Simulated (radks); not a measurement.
# Nuclear size and the levels of Zr¹³⁺

Aim: how the total energy, the levels and the density at the nucleus of Zr¹³⁺ respond when the nuclear radius is scaled.

Method: Dirac Kohn-Sham, PBE, spin-unpolarised, spherical densities, finite nucleus; open shells are shared between the two j in proportion to 2j + 1. Code: radks (a radial shooting solver on a logarithmic mesh, Libxc functionals) version 1.

### 1 The atom as given

- element: zirconium (Z = 40)
- charge: +13
- electrons: 27
- configuration: [Ar] 3d9
- nuclear rms radius: 4.2694 fm

The outer shells:

Zr¹³⁺
```
[Ar] core
3d [↑↓][↑↓][↑↓][↑↓][↑ ]
```

In the logs a row gives level, spin channel, occupation and eigenvalue; Etot, Ekin, Encl (electron-nucleus), Eh (Hartree) and Exc are energies, all in hartree; err is the last residual, it the number of iterations.

### 2 rms radius 4.2694 fm

Settings of this run:

```text
Z 40
configuration [Ar] 3d9 4s0 4p0
relativity Dirac
functional pbe,pbe
spin unpolarised
j_filling average
nucleus finite rms 4.2694 fm
c 137.035999084
```

The run is started by

```sh
> python run_ks.py task.json out
```

All runs below come from this command, one after another.

Output:

```text
1s1/2   1   2.0000        -665.82893073
2s1/2   1   2.0000        -101.53973483
2p1/2   1   2.0000         -93.90842450
2p3/2   1   4.0000         -90.74500684
3s1/2   1   2.0000         -25.03014914
3p1/2   1   2.0000         -22.18178236
3p3/2   1   4.0000         -21.65296026
3d3/2   1   3.6000         -16.66400926
3d5/2   1   5.4000         -16.56372843
4s1/2   1   0.0000         -10.14346702
4p1/2   1   0.0000          -9.17091967
4p3/2   1   0.0000          -9.04376401
Etot -3536.128992377995
Ekin 3656.004672042806
Encl -8238.91917572216
Eh 1151.846076774746
Exc -105.06056547338682
err 2.756621322565916e-09
it 14
```

It took 0.09 s on 1 thread of Intel Xeon Platinum 8488C, shared host; peak memory 0.24 GiB.

Highest occupied level: 3d5/2 at -450.72 eV.

From the orbitals of this run (lengths in bohr):

```tsv
level	occupation	energy (eV)	<r>	outermost maximum (interpolated)	90 % within	nodes
3s1/2	2	-681.11	0.4500	0.405	0.664	2
3p1/2	2	-603.60	0.4441	0.392	0.670	1
3p3/2	4	-589.21	0.4536	0.401	0.683	1
3d3/2	3.6	-453.45	0.4290	0.338	0.681	0
3d5/2	5.4	-450.72	0.4320	0.341	0.685	0
4s1/2	0	-276.02	1.004	0.961	1.42	3
4p1/2	0	-249.55	1.039	0.992	1.49	2
4p3/2	0	-246.09	1.054	1.01	1.51	2
```

The radial density on a logarithmic grid:

```tsv
r (bohr)	4πr²ρ (e/bohr)
0.00161	1.662
0.00235	3.217
0.00342	6.061
0.00498	10.98
0.00719	18.60
0.0105	29.41
0.0153	41.40
0.0222	49.66
0.0324	49.03
0.0467	43.09
0.0681	45.79
0.0992	58.94
0.144	56.00
0.210	37.88
0.306	40.40
0.443	39.03
0.645	15.31
0.939	1.846
1.37	0.04817
```

### 3 rms radius 3.4966 fm

Settings, as their differences from step 2:

```diff
@@ -6,3 +6,3 @@
 j_filling average
-nucleus finite rms 4.2694 fm
+nucleus finite rms 3.4966 fm
 c 137.035999084
```

Output:

```text
1s1/2   1   2.0000        -665.83454895
2s1/2   1   2.0000        -101.54032900
2p1/2   1   2.0000         -93.90838958
2p3/2   1   4.0000         -90.74496550
3s1/2   1   2.0000         -25.03025554
3p1/2   1   2.0000         -22.18177594
3p3/2   1   4.0000         -21.65295260
3d3/2   1   3.6000         -16.66400341
3d5/2   1   5.4000         -16.56372269
4s1/2   1   0.0000         -10.14349340
4p1/2   1   0.0000          -9.17091837
4p3/2   1   0.0000          -9.04376238
Etot -3536.1422421614516
Ekin 3656.0570177369646
Encl -8238.985501111321
Eh 1151.8470807810752
Exc -105.06083956817042
err 6.768458547796277e-09
it 14
```

It took 0.09 s on 1 thread of Intel Xeon Platinum 8488C, shared host; peak memory 0.24 GiB.

Energy against step 2 (rms radius 4.2694 fm): -0.361 eV. 3d5/2 is the highest filled level (-450.72 eV).

### 4 rms radius 4.0517 fm

Settings, as their differences from step 3:

```diff
@@ -6,3 +6,3 @@
 j_filling average
-nucleus finite rms 3.4966 fm
+nucleus finite rms 4.0517 fm
 c 137.035999084
```

Output:

```text
1s1/2   1   2.0000        -665.83061557
2s1/2   1   2.0000        -101.53991301
2p1/2   1   2.0000         -93.90841403
2p3/2   1   4.0000         -90.74499444
3s1/2   1   2.0000         -25.03018105
3p1/2   1   2.0000         -22.18178043
3p3/2   1   4.0000         -21.65295796
3d3/2   1   3.6000         -16.66400750
3d5/2   1   5.4000         -16.56372671
4s1/2   1   0.0000         -10.14347493
4p1/2   1   0.0000          -9.17091928
4p3/2   1   0.0000          -9.04376352
Etot -3536.132965862903
Ekin 3656.020319250348
Encl -8238.939015309948
Eh 1151.8463778573055
Exc -105.06064766060868
err 3.1653968309996887e-09
it 14
```

Run time: 0.09 s. Hardware: 1 thread of Intel Xeon Platinum 8488C, shared host; peak memory 0.24 GiB.

E − E(step 2, rms radius 4.2694 fm) = -0.108 eV. The top filled level is 3d5/2, -450.72 eV.

### 5 rms radius 4.517 fm

Settings, as their differences from step 4:

```diff
@@ -6,3 +6,3 @@
 j_filling average
-nucleus finite rms 4.0517 fm
+nucleus finite rms 4.517 fm
 c 137.035999084
```

Output:

```text
1s1/2   1   2.0000        -665.82691790
2s1/2   1   2.0000        -101.53952197
2p1/2   1   2.0000         -93.90843700
2p3/2   1   4.0000         -90.74502165
3s1/2   1   2.0000         -25.03011103
3p1/2   1   2.0000         -22.18178466
3p3/2   1   4.0000         -21.65296300
3d3/2   1   3.6000         -16.66401135
3d5/2   1   5.4000         -16.56373049
4s1/2   1   0.0000         -10.14345757
4p1/2   1   0.0000          -9.17092013
4p3/2   1   0.0000          -9.04376460
Etot -3536.1242453631935
Ekin 3655.9860275590327
Encl -8238.895522724673
Eh 1151.8457171072264
Exc -105.06046730477924
err 4.640810097670229e-09
it 13
```

Wall time 0.09 s (1 thread of Intel Xeon Platinum 8488C, shared host); peak memory 0.24 GiB.

Energy against step 2 (rms radius 4.2694 fm): +0.129 eV. 3d5/2 is the highest filled level (-450.72 eV).

### 6 rms radius 4.9952 fm

Settings, as their differences from step 5:

```diff
@@ -6,3 +6,3 @@
 j_filling average
-nucleus finite rms 4.517 fm
+nucleus finite rms 4.9952 fm
 c 137.035999084
```

Output:

```text
1s1/2   1   2.0000        -665.82274165
2s1/2   1   2.0000        -101.53908031
2p1/2   1   2.0000         -93.90846294
2p3/2   1   4.0000         -90.74505238
3s1/2   1   2.0000         -25.03003194
3p1/2   1   2.0000         -22.18178942
3p3/2   1   4.0000         -21.65296869
3d3/2   1   3.6000         -16.66401570
3d5/2   1   5.4000         -16.56373475
4s1/2   1   0.0000         -10.14343797
4p1/2   1   0.0000          -9.17092110
4p3/2   1   0.0000          -9.04376581
Etot -3536.1143960868944
Ekin 3655.9474918605365
Encl -8238.846595072417
Eh 1151.8449708120552
Exc -105.06026368706935
err 4.41121996610889e-09
it 13
```

Wall time 0.08 s (1 thread of Intel Xeon Platinum 8488C, shared host); peak memory 0.24 GiB.

Energy against step 2 (rms radius 4.2694 fm): +0.397 eV. 3d5/2 is the highest filled level (-450.72 eV).

### 7 What came out

```tsv
rms radius (fm)	total energy shift (eV)	density at nucleus (e/bohr³)	1s1/2 shift (meV)	2s1/2 shift (meV)	3s1/2 shift (meV)	3p1/2 shift (meV)	4s1/2 shift (meV)
3.4966	-0.361	7.609e+04	-153	-16.2	-2.90	0.175	-0.718
4.0517	-0.108	7.5e+04	-45.8	-4.85	-0.868	0.0524	-0.215
4.2694	0	7.461e+04	0	0	0	0	0
4.517	0.129	7.42e+04	54.8	5.79	1.04	-0.0626	0.257
4.9952	0.397	7.347e+04	168	17.8	3.19	-0.192	0.791
```

What this shows: Shifts are against the first run. Over the range the 1s1/2 level moves by 0.321 eV and the 4s1/2 level by 1.51 meV. A larger nucleus binds the 1s electrons less and lowers the density at its centre. These are shifts of eigenvalues, not the field shifts of spectral lines.
